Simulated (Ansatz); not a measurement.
# BrF3GeH2O: the cost of one run

All numbers below are computed with Ansatz 0.2.0 (RKS BHLYP-D4/def2-SVP).

### 1 The structure to begin with

Bond lengths: Ge1–O2 2.120 Å, O2–H3 1.010 Å, Ge1–F4 1.680 Å, Ge1–F5 1.679 Å, Ge1–F6 1.679 Å, Ge1–Br7 2.700 Å, Br7–H8 1.745 Å. Angles: Ge1–O2–H3 109.5°, O2–Ge1–F4 109.4°, O2–Ge1–F5 109.5°, O2–Ge1–F6 109.5°, O2–Ge1–Br7 71.6°, F4–Ge1–F5 109.5°, F4–Ge1–F6 109.5°, F4–Ge1–Br7 67.2°, F5–Ge1–F6 109.5°, F5–Ge1–Br7 176.6°, F6–Ge1–Br7 72.8°, Ge1–Br7–H8 59.6°.

Coordinates:

```xyz
8

Ge    0.0000    0.0000    0.0000
O     0.0000    0.0000    2.1200
H    -0.9095   -0.2814    2.4571
F     1.5842    0.0000   -0.5594
F    -0.7913    1.3709   -0.5594
F    -0.7913   -1.3709   -0.5594
Br    1.4092   -2.1399    0.8514
H     0.6870   -1.0433    2.0012
```

### 2 A restrained relaxation towards end A

Springs on the bonds that form and break draw the guess towards this end; the thresholds are loose.

Contents of input.yaml:

```yaml
crystal:
  periodic: [false, false, false]
  atoms:
    - { symbol: Ge, position_ang: [0.0, 0.0, 0.0] }
    - { symbol: O, position_ang: [0.0, 0.0, 2.12] }
    - { symbol: H, position_ang: [-0.9095, -0.2814, 2.4571] }
    - { symbol: F, position_ang: [1.5842, 0.0, -0.5594] }
    - { symbol: F, position_ang: [-0.7913, 1.3709, -0.5594] }
    - { symbol: F, position_ang: [-0.7913, -1.3709, -0.5594] }
    - { symbol: Br, position_ang: [1.4092, -2.1399, 0.8514] }
    - { symbol: H, position_ang: [0.687, -1.0433, 2.0012] }
basis:
  gaussian: { orbitals: def2-SVP }
hamiltonian:
  xc: { name: BHLYP }
  dispersion: d4
relax:
  f_tol: 0.15
  max_steps: 25
  restrain:
    - { distance: [0, 6], at: 3.6, k: 30.0 }
    - { distance: [7, 1], at: 2.21, k: 30.0 }
    - { distance: [0, 1], at: 1.77, k: 30.0 }
    - { distance: [7, 6], at: 1.55, k: 30.0 }
output:
  orbitals: {}
```

Launch:

```
$ ansatz run input.yaml --threads 4 --pin off --max-ram 5120MiB --backend cpu --events-out ev --progress --plain --runs-dir out
```

Q: Estimate wall time and peak memory on 4 threads of Arm Neoverse V1, shared host.

About 39 s, with a peak of 0.4 GiB.
